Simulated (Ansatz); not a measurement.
# La: stress in a strained cell

Aim: deform La (zz strain of -1 %) and compute stress, forces and field gradients with LAPW, PAW and all-electron datasets made for the crystal.

Program: Ansatz 0.2.0. Level of theory: DFT LDA, scalar-relativistic. These are calculated values, not measurements.

2 further runs of the same task are left out: 2 set aside as unsound or not needed.

## (1) The structure to begin with

Symmetry: P6_3/mmc, No. 194, hexagonal system. Conventional cell: a = 3.750 Å, b = 3.750 Å, c = 6.070 Å, α = 90.00°, β = 90.00°, γ = 120.00°. Around La (site symmetry -6m2) lie 12 La at 3.73 to 3.75 Å.

As a file:

```cif
data_structure
_symmetry_space_group_name_H-M 'P6_3/mmc'
_symmetry_Int_Tables_number 194
_cell_length_a 3.7500
_cell_length_b 3.7500
_cell_length_c 6.0700
_cell_angle_alpha 90.000
_cell_angle_beta 90.000
_cell_angle_gamma 120.000
_cell_volume 73.92
loop_
_atom_site_label
_atom_site_type_symbol
_atom_site_symmetry_multiplicity
_atom_site_Wyckoff_symbol
_atom_site_fract_x
_atom_site_fract_y
_atom_site_fract_z
_atom_site_occupancy
La1 La 2 c 0.33333 0.66667 0.25000 1
```

The file gives the conventional cell by its symmetry; the runs use the cell typed in the input.

Atoms are numbered in the order of the input: La1, La2.

## (2) After the deformation

Space group P6_3/mmc before, P6_3/mmc after.

## (3) Full-potential LAPW

input.yaml

```yaml
crystal:
  lattice:
    - [3.7500020507, 0.0, 0.0]
    - [-1.8750010253, 3.2475970401, 0.0]
    - [0.0, 0.0, 6.0093]
  atoms:
    - { symbol: La, position: [0.3333333333, 0.6666666667, 0.25] }
    - { symbol: La, position: [0.6666666667, 0.3333333333, 0.75] }
kpoints:
  mp_grid: { grid: [11, 11, 6] }
  band_path:
    path:
      - [0.0, 0.0, 0.0]
      - [0.5, 0.0, 0.0]
      - [0.3333333333, 0.3333333333, 0.0]
      - [0.0, 0.0, 0.0]
      - [0.0, 0.0, 0.5]
      - [0.5, 0.0, 0.5]
      - [0.3333333333, 0.3333333333, 0.5]
      - [0.0, 0.0, 0.5]
      - [0.5, 0.0, 0.5]
    npoints: 5
scf:
  occupations: { method: fermi_dirac, width: 0.05 }
hamiltonian:
  xc: lda
  pseudopotentials: { kind: all_electron, lapw: { basis_error: 0.00025 } }
output:
  forces: true
  stress: true
  eigenvalues: true
```

Command:

```
$ ansatz run input.yaml --threads 1 --pin off --max-ram 3072MiB --backend cpu --events-out ev --progress --plain --runs-dir out
```

## (4) Frozen-core PAW

input.yaml

```yaml
crystal:
  lattice:
    - [3.7500020507, 0.0, 0.0]
    - [-1.8750010253, 3.2475970401, 0.0]
    - [0.0, 0.0, 6.0093]
  atoms:
    - { symbol: La, position: [0.3333333333, 0.6666666667, 0.25] }
    - { symbol: La, position: [0.6666666667, 0.3333333333, 0.75] }
kpoints:
  mp_grid: { grid: [11, 11, 6] }
scf:
  occupations: { method: fermi_dirac, width: 0.05 }
hamiltonian:
  xc: lda
  pseudopotentials: { kind: paw }
output:
  forces: true
  stress: true
  eigenvalues: true
  efg: { contact_densities: true }
```

## (5) Datasets made for this crystal

input.yaml: that of step 4 with these lines changed.

```diff
@@ -14,3 +14,3 @@
   xc: lda
-  pseudopotentials: { kind: paw }
+  pseudopotentials: { kind: all_electron, datasets: crystal }
 output:
```

(Steps that only read results are left out.)

Before running it: what results should come out? Wanted: pressure; largest shear or deviatoric stress.

**Answer**, as computed:

| quantity | value |
| --- | --- |
| pressure | LAPW -2.76, PAW -2.80, crystal datasets -2.76 GPa |
| largest shear or deviatoric stress (LAPW) | 0.09 GPa |

Against the undeformed cell the largest change of stress is +0.40 GPa, in the zz component, with the atoms carried along and not relaxed. PAW: stress within 0.04 GPa of LAPW. Crystal datasets: stress within 0.01 GPa of LAPW. Spin-orbit coupling is left out, though the cell holds La; in elements this heavy it can shift bands and gaps by tenths of an eV.
